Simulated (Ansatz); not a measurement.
# C3H6O2Si: the cost of one run

Program: Ansatz 0.2.0. Level of theory: UKS LDA/6-31G. These are calculated values, not measurements.

### Step 1. The structure to begin with

Bond lengths: O2–C3 1.277 Å, C3–Si4 1.911 Å, C3–C5 1.400 Å, C5–C6 1.388 Å, C6–O7 1.268 Å, Si4–H8 1.460 Å, Si4–H9 1.462 Å, Si4–H10 1.463 Å, C5–H11 1.075 Å, C6–H12 1.094 Å. Angles (14 of 15 angles, heavy atoms first): O2–C3–Si4 114.8°, O2–C3–C5 120.9°, Si4–C3–C5 124.3°, C3–C5–C6 118.9°, C5–C6–O7 123.5°, C3–Si4–H8 107.0°, C3–Si4–H9 106.4°, C3–Si4–H10 108.3°, C3–C5–H11 120.2°, C6–C5–H11 120.9°, C5–C6–H12 119.8°, O7–C6–H12 116.7°, H8–Si4–H9 111.3°, H8–Si4–H10 111.9°.

Structure file:

```xyz
12

H     0.1868   -0.8493   -1.8363
O     0.2984   -1.3505   -0.6678
C     0.0971   -0.3568    0.1084
Si    0.1438   -0.7730    1.9731
C    -0.1589    0.9186   -0.4086
C    -0.2200    1.0844   -1.7855
O    -0.0335    0.1411   -2.6125
H     1.4180   -1.4368    2.2306
H    -0.9824   -1.6704    2.2233
H     0.0161    0.4751    2.7250
H    -0.3210    1.7481    0.2554
H    -0.4446    2.0695   -2.2051
```

### Step 2. A restrained relaxation towards end A

Springs on the bonds that form and break draw the guess towards this end; the thresholds are loose.

input.yaml

```yaml
crystal:
  periodic: [false, false, false]
  atoms:
    - { symbol: H, position_ang: [0.1868, -0.8493, -1.8363] }
    - { symbol: O, position_ang: [0.2984, -1.3505, -0.6678] }
    - { symbol: C, position_ang: [0.0971, -0.3568, 0.1084] }
    - { symbol: Si, position_ang: [0.1438, -0.773, 1.9731] }
    - { symbol: C, position_ang: [-0.1589, 0.9186, -0.4086] }
    - { symbol: C, position_ang: [-0.22, 1.0844, -1.7855] }
    - { symbol: O, position_ang: [-0.0335, 0.1411, -2.6125] }
    - { symbol: H, position_ang: [1.418, -1.4368, 2.2306] }
    - { symbol: H, position_ang: [-0.9824, -1.6704, 2.2233] }
    - { symbol: H, position_ang: [0.0161, 0.4751, 2.725] }
    - { symbol: H, position_ang: [-0.321, 1.7481, 0.2554] }
    - { symbol: H, position_ang: [-0.4446, 2.0695, -2.2051] }
magnetization:
  spin_polarized: true
basis:
  gaussian: { orbitals: "6-31G" }
hamiltonian:
  xc: lda
relax:
  f_tol: 0.15
  max_steps: 25
  restrain:
    - { distance: [6, 0], at: 2.27, k: 30.0 }
    - { distance: [1, 0], at: 0.97, k: 30.0 }
output:
  orbitals: {}
```

Launch:

```console
$ ansatz run input.yaml --threads 2 --pin off --max-ram 3072MiB --backend cpu --events-out ev --progress --plain --runs-dir out
```

Q: Estimate wall time and peak memory on 2 threads of Arm Neoverse V1, shared host.

About 19 s, with a peak of 0.17 GiB.
